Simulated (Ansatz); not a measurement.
# C₄H₃F₇: ionisation energy by level of theory

An exercise on one series of results from a longer session: the logs are not shown, and one member is left open.

Computed with Ansatz 0.2.0, Gaussian basis. Level: unrestricted cation, the program's frozen cores in correlated methods.

The runs, in order: UKS PBE-D4/def2-TZVPP; UKS r2SCAN-D4/def2-TZVPP; UKS PBE0-D4/def2-TZVPP; UKS B3LYP-D4/def2-TZVPP; UKS wB97X-V/def2-TZVPP; UKS wB97M-V/def2-TZVPP; UKS B2PLYP/def2-TZVPP; UHF-CCSD(T)/def2-TZVPP; UHF-MP2/def2-QZVPP; extrapolation to the limit; then −ε(HOMO) from the neutral's earlier runs with LDA (SPW92), PBE-D4, revPBE-D4, BLYP-D4, r2SCAN-D4, B97M-V, PBE0-D4, B3LYP-D4, r2SCANh-D4, r2SCAN0-D4, HSE06-D4, BHLYP-D4, CAM-B3LYP-D4, LC-ωPBE, ωB97X-V, ωB97M-V.

## Structure used throughout

All runs share one geometry, relaxed beforehand with PBE0-D4 in a triple-zeta def2 set.

SMILES `FC(F)C(F)(C(F)F)C(F)F`, 14 atoms, charge 0, spin multiplicity 1.

Atoms are counted from 1 here; the program's logs count them from 0.

Bond lengths: F1–C2 1.356 Å, C2–F3 1.339 Å, C2–C4 1.538 Å, C2–H12 1.094 Å, C4–F5 1.362 Å, C4–C6 1.538 Å, C4–C9 1.533 Å, C6–F7 1.340 Å, C6–F8 1.351 Å, C6–H13 1.095 Å, C9–F10 1.343 Å, C9–F11 1.358 Å, C9–H14 1.092 Å. Angles: F1–C2–F3 107.6°, F1–C2–C4 109.1°, F1–C2–H12 108.3°, F3–C2–C4 110.0°, F3–C2–H12 109.6°, C4–C2–H12 112.2°, C2–C4–F5 108.7°, C2–C4–C6 111.1°, C2–C4–C9 109.1°, F5–C4–C6 110.0°, F5–C4–C9 107.4°, C6–C4–C9 110.4°, C4–C6–F7 109.8°, C4–C6–F8 110.6°, C4–C6–H13 110.9°, F7–C6–F8 107.9°, F7–C6–H13 109.2°, F8–C6–H13 108.3° and more.

Set-up of the first run:

Contents of in.yaml:

```yaml
crystal:
  periodic: [false, false, false]
  atoms:
    - {symbol: F, position_ang: [-1.787347, -0.439485, 1.443068]}
    - {symbol: C, position_ang: [-1.344900, 0.358059, 0.439800]}
    - {symbol: F, position_ang: [-1.637086, 1.622104, 0.770082]}
    - {symbol: C, position_ang: [0.177373, 0.189186, 0.297995]}
    - {symbol: F, position_ang: [0.785339, 0.820682, 1.340397]}
    - {symbol: C, position_ang: [0.677939, 0.771194, -1.035275]}
    - {symbol: F, position_ang: [1.990516, 1.029257, -0.952536]}
    - {symbol: F, position_ang: [0.043116, 1.929803, -1.316974]}
    - {symbol: C, position_ang: [0.527573, -1.299937, 0.395820]}
    - {symbol: F, position_ang: [1.831240, -1.499899, 0.141799]}
    - {symbol: F, position_ang: [-0.187901, -1.969793, -0.543979]}
    - {symbol: H, position_ang: [-1.877644, 0.086273, -0.476148]}
    - {symbol: H, position_ang: [0.499116, 0.071922, -1.859114]}
    - {symbol: H, position_ang: [0.289564, -1.698568, 1.383865]}
basis:
  gaussian: {orbitals: def2-TZVPP}
total_charge: 1
magnetization: {spin_polarized: true, initial_magnetization: 1}
hamiltonian: {xc: pbe, dispersion: d4}
```

Command:

```bash
> ansatz run in.yaml --threads 4 --pin off --events-out ev --progress --plain --max-ram 66560MiB --backend cuda --devices 0, --max-vram 37GiB
```

Steps of the session up to this table: Cation, UKS PBE-D4/def2-TZVPP; Cation, UKS r2SCAN-D4/def2-TZVPP; Cation, UKS PBE0-D4/def2-TZVPP; Cation, UKS B3LYP-D4/def2-TZVPP; Cation, UKS wB97X-V/def2-TZVPP; Cation, UKS wB97M-V/def2-TZVPP; Cation, UKS B2PLYP (frozen core)/def2-TZVPP; Cation, UHF-CCSD(T)/def2-TZVPP; Cation, UHF-MP2/def2-QZVPP.

One of the session's tables, all rows but one given; the rest of the session is left out.

It belongs to the step «Ionisation energies side by side». Orbital estimates, from the neutral's runs:

```
  functional  −ε(HOMO) (eV)
 LDA (SPW92)           8.42
      PBE-D4           8.21
   revPBE-D4           8.11
     BLYP-D4           8.20
   r2SCAN-D4           8.62
      B97M-V           8.79
     PBE0-D4          10.01
    B3LYP-D4           9.82
  r2SCANh-D4           9.29
  r2SCAN0-D4          10.29
    HSE06-D4              ?
    BHLYP-D4          11.83
CAM-B3LYP-D4          11.58
     LC-ωPBE          12.81
     ωB97X-V          12.50
     ωB97M-V          12.41
```

**Question.** Estimate the row for HSE06-D4.

**Answer.** −ε(HOMO) (eV): 9.60. In the column «−ε(HOMO) (eV)» it lies between r2SCANh-D4 (9.29) and B3LYP-D4 (9.82).
